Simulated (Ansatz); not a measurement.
# CH₄AlBO: one species, many methods

How much do the methods differ for CH₄AlBO? The plan is to run it at one geometry with functionals of several rungs and with coupled cluster. The yardstick is the atomisation energy at the CCSD(T) limit.

Method: functionals in def2-TZVPP, the program's frozen cores in correlated methods; program: Ansatz 0.2.0, Gaussian basis.

Levels to be run: LDA (SPW92), PBE-D4, revPBE-D4, BLYP-D4, r2SCAN-D4, B97M-V, PBE0-D4, B3LYP-D4, r2SCANh-D4, r2SCAN0-D4, HSE06-D4, BHLYP-D4, CAM-B3LYP-D4, LC-ωPBE, ωB97X-V, ωB97M-V, B2PLYP, PBE-QIDH; CCSD(T)/def2-SVP; CCSD(T)/def2-TZVPP; MP2/def2-QZVPP; extrapolation to the limit; RPA on PBE.

1 further run of the same task is left out (it didn't finish).

**1. The geometry**

An earlier PBE0-D4 in a triple-zeta def2 set relaxation fixed the geometry.

8 atoms, charge 0, spin multiplicity 1.

Atoms are counted from 1 here; the program's logs count them from 0.

Bond lengths: B1–Al2 2.117 Å, B1–H5 1.200 Å, B1–H6 1.200 Å, Al2–C3 1.948 Å, Al2–O4 1.983 Å, Al2–H7 1.585 Å, C3–O4 1.247 Å, C3–H8 1.105 Å. Angles: Al2–B1–H5 122.8°, Al2–B1–H6 122.4°, H5–B1–H6 114.8°, B1–Al2–C3 116.2°, B1–Al2–O4 113.9°, B1–Al2–H7 129.1°, C3–Al2–O4 37.0°, C3–Al2–H7 114.3°, O4–Al2–H7 109.6°, Al2–C3–O4 73.1°, Al2–C3–H8 169.8°, O4–C3–H8 117.2°, Al2–O4–C3 70.0°.

**2. LDA**

This LDA is Slater exchange with PW92 correlation.

File in.yaml:

```yaml
crystal:
  periodic: [false, false, false]
  atoms:
    - {symbol: B, position_ang: [-1.415348, 1.022153, 0.090439]}
    - {symbol: Al, position_ang: [0.489223, 0.205657, 0.525457]}
    - {symbol: C, position_ang: [1.196608, -1.063930, -0.771313]}
    - {symbol: O, position_ang: [0.642588, -1.730640, 0.124736]}
    - {symbol: H, position_ang: [-2.409538, 0.353730, 0.026077]}
    - {symbol: H, position_ang: [-1.579151, 2.189505, -0.133448]}
    - {symbol: H, position_ang: [1.502481, 0.590319, 1.682553]}
    - {symbol: H, position_ang: [1.665336, -1.624093, -1.600200]}
basis:
  gaussian: {orbitals: def2-TZVPP}
hamiltonian: {xc: lda}
output: {orbitals: {seedname: orbitals}}
```

Started as:

```console
ansatz run in.yaml --threads 2 --pin off --events-out ev --progress --plain --max-ram 4352MiB
```

After this run come: PBE-D4 (GGA); revPBE-D4 (GGA); BLYP-D4 (GGA); r2SCAN-D4 (meta-GGA); B97M-V (meta-GGA); B3LYP-D4 (hybrid); r2SCANh-D4 (hybrid); r2SCAN0-D4 (hybrid); HSE06-D4 (hybrid); BHLYP-D4 (hybrid); CAM-B3LYP-D4 (range-separated); LC-ωPBE (range-separated); ωB97X-V (range-separated); ωB97M-V (range-separated); B2PLYP (double hybrid); PBE-QIDH (double hybrid); CCSD(T) in def2-SVP; CCSD(T) in def2-TZVPP; MP2 in def2-QZVPP; RPA on PBE orbitals.

Before running them: what should the planned runs give, taken together? Wanted: atomisation energy, CCSD(T)/CBS; farthest beyond LDA; mean size of error, GGA; mean size of error, meta-GGA; mean size of error, hybrid; mean size of error, range-separated; mean size of error, double hybrid; gap, smallest and largest; T1 diagnostic.

The runs gave:

| quantity | value |
| --- | --- |
| atomisation energy, CCSD(T)/CBS | 638.2 kcal/mol |
| functionals within 3.2 kcal/mol (0.5 %) | revPBE-D4, BLYP-D4, PBE0-D4, B3LYP-D4, r2SCANh-D4, HSE06-D4, LC-ωPBE |
| farthest beyond LDA | BHLYP-D4 (-19.4 kcal/mol) |
| mean size of error, GGA | 6.1 kcal/mol |
| mean size of error, meta-GGA | 6.4 kcal/mol |
| mean size of error, hybrid | 4.9 kcal/mol |
| mean size of error, range-separated | 3.7 kcal/mol |
| mean size of error, double hybrid | 5.1 kcal/mol |
| gap, smallest and largest | 2.34 eV (LDA (SPW92)), 9.79 eV (LC-ωPBE) |
| T1 diagnostic | 0.0169 |
| triples share of the correlation energy | 3.9 % |

What this shows: LDA overbinds by 91.7 kcal/mol (14 %). PBE-D4 misses by +13.6 kcal/mol. Double hybrids carry the basis error of their MP2 part in triple zeta, and no dispersion term here, so their miss is partly the set-up's. By mean error the best rung here is range-separated (3.7 kcal/mol) and the worst beyond LDA is meta-GGA (6.4 kcal/mol). The gap between the best rungs is small, so their order is not settled. The reference freezes the cores and leaves out relativity and excitations past (T), so misses under about 3.2 kcal/mol can't be ranked. Hartree-Fock recovers 73 % of the binding; the rest is correlation. CCSD(T) in def2-SVP is off by -31.0 kcal/mol, so the small basis spoils what the method gains. Orbital gaps span 2.3 to 9.8 eV; exact exchange widens them.
